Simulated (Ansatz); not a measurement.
# BeH3: the cost of one run

Program: Ansatz 0.2.0. Level of theory: DFT PBE, scalar-relativistic, plane waves, PAW. These are calculated values, not measurements.

**1. The system as given**

The structure is cubic, space group Pm-3m (No. 221). Conventional cell: a = 2.932 Å, b = 2.932 Å, c = 2.932 Å, α = 90.00°, β = 90.00°, γ = 90.00°. Around Be (site symmetry m-3m) lie 12 H at 2.07 Å. Around H (site symmetry 4/mmm) lie 4 Be at 2.07 Å and 8 H at 2.07 Å.

Coordinates:

```cif
data_structure
_symmetry_space_group_name_H-M 'P 1'
_symmetry_Int_Tables_number 1
_cell_length_a 2.9321
_cell_length_b 2.9321
_cell_length_c 2.9321
_cell_angle_alpha 90.000
_cell_angle_beta 90.000
_cell_angle_gamma 90.000
_cell_volume 25.21
loop_
_atom_site_label
_atom_site_type_symbol
_atom_site_fract_x
_atom_site_fract_y
_atom_site_fract_z
_atom_site_occupancy
Be1 Be 0.00000 0.00000 0.00000 1
H1 H 0.00000 0.50000 0.50000 1
H2 H 0.50000 0.00000 0.50000 1
H3 H 0.50000 0.50000 0.00000 1
```

(A quick probe on a coarse mesh, which set the mesh and smearing, is not shown.)

**3. Rough relaxation on the coarse mesh**

input.yaml reads:

```yaml
crystal:
  lattice:
    - [2.9320737356, 0.0, 0.0]
    - [0.0, 2.9320737356, 0.0]
    - [0.0, 0.0, 2.9320737356]
  atoms:
    - { symbol: Be, position: [0.0, 0.0, 0.0] }
    - { symbol: H, position: [0.0, 0.5, 0.5] }
    - { symbol: H, position: [0.5, 0.0, 0.5] }
    - { symbol: H, position: [0.5, 0.5, 0.0] }
basis:
  ecutwfc: 420
kpoints:
  mp_grid: { grid: [6, 6, 6] }
hamiltonian:
  xc: pbe
scf:
  occupations: { method: gaussian, width: 0.1 }
  lower_state_search: "off"
output:
  forces: true
  stress: true
  eigenvalues: true
relax:
  adjacent_minimum: "off"
  f_tol: 0.04
  max_steps: 70
  cell: { stress_tol: 0.4 }
```

Run with:

```bash
ansatz run input.yaml --threads 1 --pin off --max-ram 2560MiB --backend cpu --events-out ev --progress --plain --runs-dir out
```

Q: Estimate wall time and peak memory on 1 thread of Intel Xeon Platinum 8259CL at 2.50GHz (Skylake/Cascade Lake), shared host.

About 5.4 s, with a peak of 0.33 GiB.
